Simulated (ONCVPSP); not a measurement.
# C: the cost of one run

Method: ONCVPSP 4.0.1.1 (patched build), PBE, scalar-relativistic.

## (1) The atom and the settings

The settings as typed:

```
element                 : carbon (C, Z = 6)
type                    : optimised norm-conserving Vanderbilt (ONCV)
frozen core             : [He]
valence charge          : 4
reference configuration : 2s1.75 2p2.25
partial waves           : 2s: rc 1.05 bohr, ncon 4, nbas 8, qcut 5.4 1/bohr, 1 projector; 2p: rc 3.00 bohr, ncon 3, nbas 7, qcut 3.8 1/bohr, 1 projector
local potential         : polynomial inside 0.85 bohr (lpopt 3, dvloc0 1 Ha)
core correction         : Teter function, fcfact 5.5, rcfact 1.05
```

An earlier all-electron run gives the scale for the radii.

All-electron outer shells of the reference configuration (PBE, scalar-relativistic, ld1.x):

| shell | level (eV) | outermost node (bohr) | outermost maximum (bohr) |
| --- | --- | --- | --- |
| 1s | -273.63 | – | 0.17 |
| 2s | -13.87 | 0.38 | 1.22 |
| 2p | -5.40 | – | 1.20 |

## (2) Generating the potential

The input, C.dat:

```
# ATOM AND REFERENCE CONFIGURATION
# atsym  z   nc   nv     iexc    psfile
  C 6.00    1    2        4      upf
#
#   n    l    f
    1    0    2.00
    2    0    1.75
    2    1    2.25
#
# PSEUDOPOTENTIAL AND OPTIMIZATION
# lmax
    1
#
#   l,   rc,      ep,       ncon, nbas, qcut
    0    1.05    0.00    4    8    5.40
    1    3.00    0.00    3    7    3.80
#
# LOCAL POTENTIAL
# lloc, lpopt,  rc(5),   dvloc0
    4    3    0.85    1.00
#
# VANDERBILT-KLEINMAN-BYLANDER PROJECTORs
# l, nproj, debl
    0    1    1.80
    1    1    0.40
#
# MODEL CORE CHARGE
# icmod, fcfact, rcfact
    3    5.50    1.05
#
# LOG DERIVATIVE ANALYSIS
# epsh1, epsh2, depsh
   -2.00    5.00    0.02
#
# OUTPUT GRID
# rlmax, drl
    6.00    0.01
#
# TEST CONFIGURATIONS
# ncnf
    4
# nvcnf
#   n    l    f
    2
    2    0    2.00
    2    1    2.00
#
    2
    2    0    2.00
    2    1    1.00
#
    2
    2    0    2.00
    2    1    0.00
#
    2
    2    0    1.00
    2    1    3.00
#
```

On the command line:

```bash
$ oncvpsp.x < C.dat > C.out
```

**Question.** How long does this run take on 1 thread of Neoverse-N1, shared host?

About 2.3 s.
